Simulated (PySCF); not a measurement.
# A diatomic session: BSe+

One table from this session's results is given with a row withheld; the runs are named, their logs left out.

Program: PySCF 2.14.0. Level of theory: B jorge-DZP-DKH, Se jorge-DZP-DKH, spin-free X2C with a Gaussian nucleus. These are calculated values, not measurements.

Set-up of the first run:

The job is set up so:

| Quantity | Value |
| --- | --- |
| atoms | B, Se |
| charge | 1 |
| basis | B jorge-DZP-DKH, Se jorge-DZP-DKH |
| Hamiltonian | spin-free X2C with a Gaussian nucleus |
| basis functions | 58 |
| electrons treated | 38 |
| masses in u | 11.0093, 79.9165 |
| levels | PBE0, PBE, r²SCAN, r²SCANh, M06-L, TPSS, HF, MP2, SCS-MP2, CCSD, CCSD(T) |
| grid | 80 radial by 434 angular points |
| occupations | held fixed by the projection of orbital angular momentum |
| dissociation limit | B+ + Se, each in its ground configuration |
| starting distance in angstrom | 2.030 |
| values of 2S to try | 0, 2 |

The run is started by

```console
$ OMP_NUM_THREADS=1 python dia.py task.json out
```

Steps of the session up to this table: Set-up; PBE0 along the bond; Excited determinants; PBE (GGA); r²SCAN (meta-GGA); r²SCANh (hybrid meta-GGA); M06-L (meta-GGA); TPSS (meta-GGA); UHF (mean field); Correlated methods on the Hartree–Fock reference.

One of the session's tables, all rows but one given; the rest of the session is left out.

It belongs to the step «The curves together». Energy (eV) from each level's lowest point:

```
R (Å)    UHF  UHF-MP2  UHF-SCS-MP2  UHF-CCSD  UHF-CCSD(T)
1.578  1.179    1.057        1.113       n/a          n/a
1.651  0.511    0.420        0.463     0.487        0.519
1.725  0.152    0.094        0.121     0.138        0.156
1.780  0.030    0.000        0.013     0.023        0.032
1.835  0.000    0.003        0.000     0.000        0.000
1.890  0.037    0.079        0.059     0.045        0.038
1.964  0.155    0.261        0.218     0.177        0.164
2.055      ?        ?            ?         ?            ?
2.165  0.617    0.966        0.862     0.711        0.710
2.312  0.912    1.445        1.308       n/a          n/a
```

Q: Estimate the row for R (Å) = 2.055 from the others.

Worked estimate for «UHF». A straight line through the neighbours (1.964, 0.155) and (2.165, 0.617) gives 0.155 + (0.617 − 0.155) × (2.055 − 1.964) / (2.165 − 1.964) = 0.364; a parabola fitted to 4 rows on both sides gives 0.369.

The run gave: UHF: 0.359; UHF-MP2: 0.566; UHF-SCS-MP2: 0.494; UHF-CCSD: 0.406; UHF-CCSD(T): 0.394. In «UHF» the line misses by +0.005 and the parabola by +0.010.
